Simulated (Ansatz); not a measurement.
Run this with Ansatz 0.2.0 through its Python package and show what comes out.

Script `energy_cl3h3sisn.py`:
```python
"""Electronic structure of the Cl3H3SiSn molecule."""

import sys
import warnings

import ansatz as az

GEOMETRY = """
Si   -1.08010   -0.26880    0.76040
Sn    0.92840    0.17350   -0.63480
Cl    2.77560   -0.70030    0.47210
Cl    0.76630   -0.87580   -2.72520
Cl    1.22200    2.48400   -0.97480
H    -0.97820    0.45580    2.05060
H    -1.28080   -1.66720    0.95390
H    -2.26100    0.34170    0.04210
"""

warnings.simplefilter("ignore", az.DeckWarning)

mol = az.Crystal.molecule()
for line in GEOMETRY.strip().splitlines():
    symbol, *xyz = line.split()
    mol = mol.atom(symbol, [float(v) for v in xyz])

base = (
    mol.calculation()
    .basis(gaussian="def2-SVP")  # atom-centred Gaussian functions
    .functional("hf")
)
try:
    summary = base.run(threads=1).report
except az.AnsatzError as error:
    sys.exit(f"{type(error).__name__}: {error}")

print("reference energy %16.6f eV" % summary["reference_energy_ev"])
print("total energy     %16.6f eV" % summary["free_energy_ev"])
print("occupied orbitals outside the frozen core (up, down):", summary["n_occupied"], " frozen:", summary["n_frozen"], " virtual:", summary["n_virtual"])

field = summary["mean_field"]
print("<S^2> =", round(abs(field["state"]["spin_squared"]), 4), " all-electron relativity setting:", field["relativity"])
print("passes:", field["passes"])
if "symmetry" in field:
    print("occupied orbitals by irrep:", field["symmetry"]["occupied"])
```

```console
$ python energy_cl3h3sisn.py
reference energy    -51215.687724 eV
total energy        -51215.687724 eV
occupied orbitals outside the frozen core (up, down): [45, 45]  frozen: 0  virtual: [68, 68]
<S^2> = 0.0  all-electron relativity setting: none
passes: {'evaluations': 10, 'products': 16}
occupied orbitals by irrep: [{'A': 45}, {'A': 45}]
```

What to keep in mind:
- Total energies depend on the basis set; only differences at equal settings carry meaning.
- The geometry is a force-field or estimated start, not a minimum of this method, and the basis set is short of its limit.
- def2 sets replace the cores of elements past krypton by effective core potentials.
- Hardware and time: 2.8 s on 1 thread of Arm Neoverse V1, with other jobs on the host, peak memory 0.32 GiB.

(Lines on the test bed's own set-up are left out of the output.)
